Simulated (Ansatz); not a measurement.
# C₂Cl₃F₃: basis-set convergence

One table from this session's results is given with a row withheld; the runs are named, their logs left out.

Method: one geometry, several basis sets; program: Ansatz 0.2.0, Gaussian basis.

Levels to be run: PBE0-D4/def2-SVP; ωB97M-V/def2-SVP; PBE0-D4/def2-QZVPP; ωB97M-V/def2-QZVPP; the functionals' def2-TZVPP values are taken from earlier runs.

### The geometry

The geometry comes from an earlier relaxation with PBE0-D4 in a triple-zeta def2 set; it is a stationary point, not always the lowest conformer.

SMILES `FC(F)(Cl)C(F)(Cl)Cl`, 8 atoms, charge 0, spin multiplicity 1.

Atoms are counted from 1 here; the program's logs count them from 0.

Bond lengths: F1–C2 1.328 Å, C2–F3 1.331 Å, C2–Cl4 1.757 Å, C2–C5 1.560 Å, C5–F6 1.337 Å, C5–Cl7 1.759 Å, C5–Cl8 1.753 Å. Angles: F1–C2–F3 108.4°, F1–C2–Cl4 109.9°, F1–C2–C5 109.8°, F3–C2–Cl4 109.0°, F3–C2–C5 108.6°, Cl4–C2–C5 111.1°, C2–C5–F6 108.0°, C2–C5–Cl7 108.8°, C2–C5–Cl8 110.6°, F6–C5–Cl7 109.0°, F6–C5–Cl8 109.6°, Cl7–C5–Cl8 110.7°.

Set-up of the first run:

Input file in.yaml:

```yaml
crystal:
  periodic: [false, false, false]
  atoms:
    - {symbol: F, position_ang: [-1.135279, -0.958843, 0.924977]}
    - {symbol: C, position_ang: [-0.355804, 0.092903, 0.701641]}
    - {symbol: F, position_ang: [0.539089, 0.170336, 1.684277]}
    - {symbol: Cl, position_ang: [-1.322217, 1.560276, 0.690262]}
    - {symbol: C, position_ang: [0.403171, -0.089864, -0.648431]}
    - {symbol: F, position_ang: [1.176619, 0.983863, -0.837169]}
    - {symbol: Cl, position_ang: [1.423903, -1.518407, -0.537529]}
    - {symbol: Cl, position_ang: [-0.729472, -0.240265, -1.978027]}
basis:
  gaussian: {orbitals: def2-SVP}
hamiltonian: {xc: pbe0, dispersion: d4}
output: {orbitals: {seedname: orbitals}}
```

Run with:

```console
$ ansatz run in.yaml --threads 2 --pin off --events-out ev --progress --plain --max-ram 32768MiB --backend cpu
```

Among the steps run: PBE0-D4 in def2-SVP; ωB97M-V in def2-SVP; PBE0-D4 in def2-QZVPP; ωB97M-V in def2-QZVPP.

One of the session's tables, all rows but one given; the rest of the session is left out.

| functional | basis | HOMO (eV) |
| --- | --- | --- |
| PBE0-D4 | def2-SVP | -9.21 |
| PBE0-D4 | def2-TZVPP | -9.32 |
| PBE0-D4 | def2-QZVPP | -9.35 |
| ωB97M-V | def2-SVP | ? |
| ωB97M-V | def2-TZVPP | -11.58 |
| ωB97M-V | def2-QZVPP | -11.63 |

Estimate the missing values for ωB97M-V, def2-SVP.

The run gave: HOMO (eV): -11.42. In the column «HOMO (eV)» it lies between ωB97M-V, def2-TZVPP (-11.58) and PBE0-D4, def2-QZVPP (-9.35).
